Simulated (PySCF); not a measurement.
# A gas-phase reaction: AlH3O2 + Cl2 → AlClH2O2 + ClH

Aim: the reaction energy of `[OH][AlH][OH]` + `ClCl` → `[OH][Al]([OH])[Cl]` + `Cl`.

Computed with PySCF 2.14.0; each step states its level. No surroundings beyond the atoms listed, unless a continuum is named. Atoms count from 0, parts from 1.

## 1. The system as given

Each species was relaxed by itself at PBE0-D3(BJ)/def2-SVPD.

## 2. Reaction energy: wB97M-D3(BJ)/def2-TZVPD

The job: settings as JSON, then the geometry in Å.

```
{"job": {"kind": "react", "xc": "wB97M-D3(BJ)", "basis": "def2-TZVPD"}, "charge": 0, "multiplicity": 1}
-1 AlH3O2 charge 0 multiplicity 1
O      0.863390    -0.688700    -1.053870
Al    -0.247000     0.405230    -0.347840
O     -0.681120     0.391790     1.306800
H      1.350650    -1.394550    -0.631040
H     -0.904820     1.484240    -1.271120
H     -0.381090    -0.198080     1.997060

-1 Cl2 charge 0 multiplicity 1
Cl     1.014590    -0.012860    -0.002500
Cl    -1.014660     0.015230     0.001850

+1 AlClH2O2 charge 0 multiplicity 1
O     -0.836400    -0.314720     1.158590
Al     0.254950    -0.141110    -0.134290
O      0.128650     1.158440    -1.218480
Cl     1.798770    -1.524970    -0.443540
H     -0.808760    -1.022310     1.803000
H     -0.537100     1.844730    -1.165240

+1 ClH charge 0 multiplicity 1
Cl     0.644610    -0.011070     0.000200
H     -0.643390     0.012200     0.003740
```

Method: wB97M-D3(BJ)/def2-TZVPD reaction energy of separated species, gas phase.

Command:

```
> OMP_NUM_THREADS=1 python cluster_run.py task.json out
```

One launch serves the whole session: the jobs run in the order shown.

**Question.** The jobs that follow are: PBE0-D3(BJ)/def2-TZVPD reaction energy of separated species, gas phase; MP2/def2-TZVPD reaction energy of separated species, gas phase. Predict: reaction energy (wB97M-D3(BJ)/def2-TZVPD); ΔH, ΔG at 298 K (xTB thermal terms). Thermal terms come from harmonic xTB runs on each species.

As calculated:

```
                                                quantity                      value
               reaction energy (wB97M-D3(BJ)/def2-TZVPD)            -78.83 kcal/mol
                     ΔH, ΔG at 298 K (xTB thermal terms)      -79.0, -79.6 kcal/mol
range of the reaction energy over the runs of this table  -83.35 to -78.61 kcal/mol
```

**Reading.** The reaction is exothermic by 79.0 kcal/mol in the gas phase; dispersion gives -0.19, and xTB itself gave -40.24 for the electronic energy (xTB energies and thermal terms come from the earlier relaxation of each species, not shown). No barrier was sought. xTB and this level differ widely in the electronic energy, so what comes from xTB (the thermal terms above all) is less safe here. The reaction energy runs from -83.35 (MP2/def2-TZVPD) to -78.61 kcal/mol (PBE0-D3(BJ)/def2-TZVPD).
